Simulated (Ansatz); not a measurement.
# ZnCo: the cost of one run

Method: DFT LDA, with the methods named in each step, in Ansatz 0.2.0.

### 1 The starting structure

The structure is hexagonal, space group P-6m2 (No. 187). The conventional cell has a = 2.607 Å, b = 2.607 Å, c = 4.172 Å, α = 90.00°, β = 90.00°, γ = 120.00°. Zn (site symmetry -6m2) is surrounded by 6 Co at 2.57 Å and 6 Zn at 2.61 Å. Co (site symmetry -6m2) is surrounded by 6 Zn at 2.57 Å and 6 Co at 2.61 Å.

As a file:

```cif
data_structure
_symmetry_space_group_name_H-M 'P 1'
_symmetry_Int_Tables_number 1
_cell_length_a 2.6072
_cell_length_b 2.6072
_cell_length_c 4.1717
_cell_angle_alpha 90.000
_cell_angle_beta 90.000
_cell_angle_gamma 120.000
_cell_volume 24.56
loop_
_atom_site_label
_atom_site_type_symbol
_atom_site_fract_x
_atom_site_fract_y
_atom_site_fract_z
_atom_site_occupancy
Zn1 Zn 0.66667 0.33333 0.00000 1
Co1 Co 0.00000 0.00000 0.50000 1
```

Where an Elk run is restarted with further inputs, its INFO.OUT and LSJ.OUT are those of the last start.

The cell forces parallel moments, which needn't be the real order.

Elk's input and logs are in atomic units (hartree, bohr).

Atoms are numbered in the order of the input: Zn1, Co2.

### 2 Collinear moments, PAW

Input file input.yaml:

```yaml
crystal:
  lattice:
    - [2.6072238118, 0.0, 0.0]
    - [-1.3036119059, 2.2579220543, 0.0]
    - [0.0, 0.0, 4.171683]
  atoms:
    - { symbol: Zn, position: [0.6666666667, 0.3333333333, 0.0] }
    - { symbol: Co, position: [0.0, 0.0, 0.5], spin: 2.0 }
magnetization:
  spin_polarized: true
kpoints:
  mp_grid: { grid: [13, 13, 7] }
scf:
  occupations: { method: fermi_dirac, width: 0.1 }
  lower_state_search: "off"
hamiltonian:
  xc: lda
  pseudopotentials: { kind: paw }
output:
  forces: true
  stress: true
  eigenvalues: true
```

Launch:

```console
> ansatz run input.yaml --threads 2 --pin off --max-ram 3072MiB --backend cpu --events-out ev --progress --plain --runs-dir out
```

**Question.** How long does this run take on 2 threads of Arm Neoverse V2, shared host, and how much memory does it need?

About 8 s, with a peak of 0.35 GiB.
